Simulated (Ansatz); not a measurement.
Cd3Se:

```
Cd Se
1.0
    -2.04095    2.04095    6.08708
     2.04095   -2.04095    6.08708
     2.04095    2.04095   -6.08708
Cd Se
3 1
Direct
  0.50000 0.50000 0.00000
  0.25000 0.75000 0.50000
  0.75000 0.25000 0.50000
  0.00000 0.00000 0.00000
```

The cell comes from a database or a generator and needn't be the stable form of this composition.

Base run:

- Program: Ansatz 0.2.0
- Functional: PBE
- Potentials or basis: all-electron LAPW, scalar-relativistic
- Cutoff: 223 eV (chosen from the basis error)
- Basis error allowed: 0.002 eV/atom
- k mesh: 9 × 9 × 9
- Occupations: fermi-dirac, width 0.05 eV
- Spin: no spin polarisation

Its results: pressure -0.5 GPa.

The run is repeated on the same cell with these changes: functional from PBE to PBEsol; k mesh from 9 × 9 × 9 to 7 × 7 × 7. What comes out?

Pressure -3.7 GPa.

Several settings changed at once, so the effect can't be laid on one alone.

Caveats: the k mesh is thin for a metal, which can move the energy by tens of meV per atom (some runs).
